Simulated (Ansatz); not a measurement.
# H2SiZr: the cost of one run

Program: Ansatz 0.2.0, Gaussian basis. Level of theory: def2-TZVPP, core rule «outside noble gas», up to 9 orbitals frozen. These are calculated values, not measurements.

The runs, in order: UHF; CCSD(T) on ROHF; CCSD(T) on UHF; CCSDT(Q) on ROHF; CCSDT(Q) on UHF.

4 further runs of the same task are left out: 2 for a known fault of the program, 2 set aside as unsound or not needed.

### 1 What is computed

The geometry is a PBE0/def2-TZVP stationary point (not a proven minimum) of the parent state, kept for this charge and spin. No spin-orbit coupling is included. Elements past krypton take def2 core potentials.

4 atoms, charge 1, spin multiplicity 4.

Atoms are counted from 1 here; the program's logs count them from 0.

Bond lengths: Zr1–Si2 2.308 Å, Zr1–H3 1.943 Å, Si2–H3 1.629 Å, Si2–H4 1.486 Å. Angles: Si2–Zr1–H3 44.0°, Zr1–Si2–H3 56.0°, Zr1–Si2–H4 163.0°, H3–Si2–H4 106.9°, Zr1–H3–Si2 80.0°.

### 2 UHF

in.yaml

```yaml
crystal:
  periodic: [false, false, false]
  atoms:
    - {symbol: Zr, position_ang: [0.000000, 0.006201, 0.577016]}
    - {symbol: Si, position_ang: [0.000000, -0.077939, -1.729422]}
    - {symbol: H, position_ang: [0.000000, 1.304881, -0.868734]}
    - {symbol: H, position_ang: [0.000000, 0.305623, -3.165241]}
basis:
  gaussian: {orbitals: def2-TZVPP}
total_charge: 1
magnetization: {spin_polarized: true, initial_magnetization: 3}
hamiltonian: {xc: hf}
output: {orbitals: {seedname: orbitals}}
```

Command:

```bash
ansatz run in.yaml --threads 1 --pin off --events-out ev --progress --plain --max-ram 2816MiB --backend cpu
```

**Question.** How long does this run take on 1 thread of AMD EPYC 7R13, shared host, and how much memory does it need?

About 17 s, with a peak of 0.33 GiB.
